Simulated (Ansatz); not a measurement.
C₃H₇ClSi, SMILES CC=C[SiH2]Cl, vertical spin-state energies

With the Python package of Ansatz (0.2.0).

Interactive session:
```pycon
>>> import ansatz as az
>>> geometry = (
...     az.Crystal.molecule()
...     .atom('C', (-0.795, 0.139, 1.5104))
...     .atom('C', (0.549, 0.3082, 0.9716))
...     .atom('C', (0.9691, 0.0552, -0.2811))
...     .atom('Si', (0.19, -0.5306, -1.7542))
...     .atom('Cl', (-0.7504, 1.1475, -2.512))
...     .atom('H', (-1.1873, 1.1713, 1.8659))
...     .atom('H', (-0.8317, -0.5203, 2.3385))
...     .atom('H', (-1.5217, -0.147, 0.7446))
...     .atom('H', (1.2813, 0.6844, 1.7477))
...     .atom('H', (2.059, 0.2154, -0.446))
...     .atom('H', (-0.9631, -1.5173, -1.4006))
...     .atom('H', (1.0778, -1.0611, -2.7508))
... )
>>> calc = (
...     geometry.calculation()
...     .basis(gaussian='cc-pVDZ')
...     .functional('r2SCAN')
... )
>>> found = {}
>>> for unpaired in [0, 2]:
...     r = calc.spin('collinear', total=unpaired).run(threads=1, pin='off').report
...     s = unpaired / 2
...     found[unpaired] = r['free_energy_ev']
...     print(f'2S+1 = {unpaired + 1}: E = {found[unpaired]:.5f} eV, <S^2> = {abs(r["mean_field"]["state"]["spin_squared"]):.3f} (pure state {s * (s + 1):.2f})')
...
2S+1 = 1: E = -23622.43354 eV, <S^2> = 0.000 (pure state 0.00)
2S+1 = 3: E = -23618.75581 eV, <S^2> = 2.010 (pure state 2.00)
>>> lowest = min(found, key=found.get)
>>> for unpaired, e in found.items():
...     print(f'multiplicity {unpaired + 1}: {96.485332 * (e - found[lowest]):.1f} kJ/mol above the lowest')
...
multiplicity 1: 0.0 kJ/mol above the lowest
multiplicity 3: 354.8 kJ/mol above the lowest
```

In order: multiplicity 1 (+0.00 eV) and multiplicity 3 (+3.68 eV), all at the one geometry.

Total energies depend on the basis set; only differences at equal settings carry meaning. The geometry is a force-field or estimated start, not a minimum of this method, and the basis set is short of its limit. All parts are taken at fixed geometry, without zero-point energy. Hardware and time: 28 s on 1 thread of Arm Neoverse V2 (shared host), peak memory 0.31 GiB.

(Lines on the test bed's own set-up are left out of the output.)
